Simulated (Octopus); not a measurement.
# A workflow on BH2SO2 (SMILES OB(O)[S])

Wanted: energy and gradient (doublet BH2SO2, UPZ81 LDA), then energy and forces (singlet [BH2SO2]+, PZ81 LDA), then energy and forces (doublet BH2SO2, UPZ81 LDA), then energy and gradient (singlet [BH2SO2]+, PZ81 LDA) of BH2O2S. The setting varied is the box margin. 

The results are computed with Octopus 16.4.

6 further runs of the same task are left out: 3 that didn't finish, 3 set aside as unsound or not needed.

### Step 1. The system as given

The species is BH2SO2 (6 atoms), meant as a doublet with charge 0. As SMILES, `OB(O)[S]`. Geometry: relaxed at PBE0-D4/def2-TZVP. This is one conformer, not always the lowest.

Bond lengths: O1–B2 1.365 Å, B2–O3 1.355 Å, B2–S4 1.820 Å, O1–H5 0.959 Å, O3–H6 0.962 Å. Angles: O1–B2–O3 119.9°, O1–B2–S4 121.8°, O3–B2–S4 118.3°, B2–O1–H5 115.3°, B2–O3–H6 112.1°.

### Step 2. Energy and forces at UPZ81 LDA (scalar, in the pseudopotentials, sg15 potentials, box margin 3.5 angstrom, extra states 0, grid spacing 0.17 angstrom, mix field default) (run 1)

On the command line:

```console
$ OMP_NUM_THREADS=1 octopus > gs.log
```

The log of the run:

```text
Version                : 16.4
[... 143 lines left out ...]
** Warning:
[... 36 lines left out ...]
Converged eigenvectors: 0
[... 6 lines left out ...]
  [output of 6 eigenvalues skipped: maximum error = 4.2E+00]
[... 20 lines left out ...]
#  State  Spin  Eigenvalue [eV]  Occupation    Error
[... 5 lines left out ...]
  [output of 6 eigenvalues skipped: maximum error = 7.8E-01]
[... 81 lines left out ...]
Converged eigenvectors: 3
#  State  Spin  Eigenvalue [eV]  Occupation    Error
[... 5 lines left out ...]
  [output of 6 eigenvalues skipped: maximum error = 3.0E-07]
[... 20 lines left out ...]
#  State  Spin  Eigenvalue [eV]  Occupation    Error
[... 5 lines left out ...]
  [output of 6 eigenvalues skipped: maximum error = 1.7E-07]
[... 16 lines left out ...]
Info: SCF converged in   35 iterations
[... 1 line left out ...]
**   Some of the states are not fully converged!
[... 1 line left out ...]
Octopus emitted 4 warnings.
```

Run time: 57 s. Hardware: 1 thread of Arm Neoverse V1, shared host; peak memory 0.12 GiB.

### Step 3. The singlet cation: energy and gradient at PZ81 LDA (scalar, in the pseudopotentials, sg15 potentials, box margin 3.5 angstrom, extra states 0, grid spacing 0.17 angstrom, mix field default) (run 2)

On the command line:

```console
$ OMP_NUM_THREADS=1 octopus > gs.log
```

The log of the run:

```text
Version                : 16.4
[... 85 lines left out ...]
** Warning:
[... 71 lines left out ...]
** Warning:
[... 12 lines left out ...]
#  State  Eigenvalue [eV]  Occupation    Error
[... 10 lines left out ...]
#  State  Eigenvalue [eV]  Occupation    Error
[... 72 lines left out ...]
#  State  Eigenvalue [eV]  Occupation    Error
[... 10 lines left out ...]
#  State  Eigenvalue [eV]  Occupation    Error
[... 8 lines left out ...]
**   Some of the states are not fully converged!
[... 1 line left out ...]
**   SCF *not* converged after  100 iterations.
[... 1 line left out ...]
Octopus emitted 5 warnings.
```

Wall time 1.7 min (1 thread of Arm Neoverse V1, shared host); peak memory 0.094 GiB.

No converged result was reached.

### Step 4. Energy and gradient at UPZ81 LDA (scalar, in the pseudopotentials, sg15 potentials, box margin 4 angstrom, extra states 0, grid spacing 0.17 angstrom, mix field default) (run 3)

On the command line:

```console
$ OMP_NUM_THREADS=1 octopus > gs.log
```

The log of the run:

```text
Version                : 16.4
[... 143 lines left out ...]
** Warning:
[... 36 lines left out ...]
Converged eigenvectors: 0
[... 6 lines left out ...]
  [output of 6 eigenvalues skipped: maximum error = 4.2E+00]
[... 20 lines left out ...]
#  State  Spin  Eigenvalue [eV]  Occupation    Error
[... 5 lines left out ...]
  [output of 6 eigenvalues skipped: maximum error = 7.8E-01]
[... 81 lines left out ...]
Converged eigenvectors: 3
#  State  Spin  Eigenvalue [eV]  Occupation    Error
[... 5 lines left out ...]
  [output of 6 eigenvalues skipped: maximum error = 2.3E-07]
[... 20 lines left out ...]
#  State  Spin  Eigenvalue [eV]  Occupation    Error
[... 5 lines left out ...]
  [output of 6 eigenvalues skipped: maximum error = 1.2E-07]
[... 16 lines left out ...]
Info: SCF converged in   35 iterations
[... 1 line left out ...]
**   Some of the states are not fully converged!
[... 1 line left out ...]
Octopus emitted 4 warnings.
```

Run time: 74 s. Hardware: 1 thread of Arm Neoverse V1, shared host; peak memory 0.15 GiB.

### Step 5. The singlet cation: energy and gradient at PZ81 LDA (scalar, in the pseudopotentials, sg15 potentials, box margin 4 angstrom, extra states 0, grid spacing 0.17 angstrom, mix field default) (run 4)

On the command line:

```console
$ OMP_NUM_THREADS=1 octopus > gs.log
```

The log of the run:

```text
Version                : 16.4
[... 152 lines left out ...]
** Warning:
[... 12 lines left out ...]
#  State  Eigenvalue [eV]  Occupation    Error
[... 10 lines left out ...]
#  State  Eigenvalue [eV]  Occupation    Error
[... 72 lines left out ...]
#  State  Eigenvalue [eV]  Occupation    Error
[... 10 lines left out ...]
#  State  Eigenvalue [eV]  Occupation    Error
[... 8 lines left out ...]
**   Some of the states are not fully converged!
[... 1 line left out ...]
**   SCF *not* converged after  100 iterations.
[... 1 line left out ...]
Octopus emitted 4 warnings.
```

It took 2.4 min on 1 thread of Arm Neoverse V1, shared host; peak memory 0.12 GiB.

The run stopped without converging.

### Step 6. The series

| run | level | box margin | sweep point | partner | energy (Eh) | wall time |
| --- | --- | --- | --- | --- | --- | --- |
| 1 | UPZ81 LDA (scalar, in the pseudopotentials, sg15 potentials, box margin 3.5 angstrom, extra states 0, grid spacing 0.17 angstrom, mix field default) | 3.5 | 4 | base | -46.048486 | 57 s |
| 2 | PZ81 LDA (scalar, in the pseudopotentials, sg15 potentials, box margin 3.5 angstrom, extra states 0, grid spacing 0.17 angstrom, mix field default) | 3.5 | 4 | cation | not converged | 1.7 min |
| 3 | UPZ81 LDA (scalar, in the pseudopotentials, sg15 potentials, box margin 4 angstrom, extra states 0, grid spacing 0.17 angstrom, mix field default) | 4 | 5 | base | -46.050625 | 74 s |
| 4 | PZ81 LDA (scalar, in the pseudopotentials, sg15 potentials, box margin 4 angstrom, extra states 0, grid spacing 0.17 angstrom, mix field default) | 4 | 5 | cation | not converged | 2.4 min |

### Step 7. Summary of results

| quantity | value |
| --- | --- |
| run 3, UPZ81 LDA: total energy | -46.05063 Eh |
| run 3, UPZ81 LDA: dipole moment | 1.78 D |
| run 3, UPZ81 LDA: HOMO energy (highest over α and β) | -6.30 eV |

What this shows: Over the runs the total energy spans 0.058 eV. All runs together took 6.3 min, the longest 2.4 min. 2 of the 4 runs did not end normally.
